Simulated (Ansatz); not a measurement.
# Ca2Al2O: the cost of one run

Computed with Ansatz 0.2.0 (DFT PBE, scalar-relativistic, plane waves, PAW, unless a step's input says otherwise).

## Step 1: The system as given

The structure is tetragonal, space group P4/mmm (No. 123). The conventional cell has a = 4.210 Å, b = 4.210 Å, c = 5.671 Å, α = 90.00°, β = 90.00°, γ = 90.00°. Ca (site symmetry mmm) is surrounded by 4 Al at 2.71 Å and 4 Ca at 2.98 Å and 4 O at 3.53 Å. Al (site symmetry 4mm) is surrounded by 1 Al at 2.26 Å and 4 Ca at 2.71 Å and 4 O at 3.18 Å. Around O (site symmetry 4/mmm) lie 8 Al at 3.18 Å and 8 Ca at 3.53 Å.

As a file:

```cif
data_structure
_symmetry_space_group_name_H-M 'P 1'
_symmetry_Int_Tables_number 1
_cell_length_a 4.2097
_cell_length_b 4.2097
_cell_length_c 5.6706
_cell_angle_alpha 90.000
_cell_angle_beta 90.000
_cell_angle_gamma 90.000
_cell_volume 100.49
loop_
_atom_site_label
_atom_site_type_symbol
_atom_site_fract_x
_atom_site_fract_y
_atom_site_fract_z
_atom_site_occupancy
Ca1 Ca 0.00000 0.50000 0.50000 1
Ca2 Ca 0.50000 0.00000 0.50000 1
Al1 Al 0.50000 0.50000 0.19907 1
Al2 Al 0.50000 0.50000 0.80093 1
O1 O 0.00000 0.00000 0.00000 1
```

A structure generator made this guess: species swapped into a database cell of LaMg2Si2 (P4/mmm, No. 123), with O on the La sites, Ca on the Mg sites and Al on the Si sites. Lengths come from tabulated atomic sizes and are only a guess.

## Step 2: Probe: one point on a coarse mesh

input.yaml

```yaml
crystal:
  lattice:
    - [4.20974615, 0.0, 0.0]
    - [0.0, 4.20974615, 0.0]
    - [0.0, 0.0, 5.67059824]
  atoms:
    - { symbol: Ca, position: [0.0, 0.5, 0.5] }
    - { symbol: Ca, position: [0.5, 0.0, 0.5] }
    - { symbol: Al, position: [0.5, 0.5, 0.19906604] }
    - { symbol: Al, position: [0.5, 0.5, 0.80093396] }
    - { symbol: O, position: [0.0, 0.0, 0.0] }
basis:
  ecutwfc: 420
kpoints:
  mp_grid: { grid: [4, 4, 4] }
hamiltonian:
  xc: pbe
scf:
  occupations: { method: gaussian, width: 0.1 }
  lower_state_search: "off"
output:
  forces: true
  stress: true
  eigenvalues: true
```

Launch:

```console
$ ansatz run input.yaml --threads 1 --pin off --max-ram 2560MiB --backend cpu --events-out ev --progress --plain --runs-dir out
```

**Question.** How long does this run take on 1 thread of Intel Xeon at 2.50GHz (Skylake/Cascade Lake), shared host, and how much memory does it need?

About 6.7 s, with a peak of 0.37 GiB.
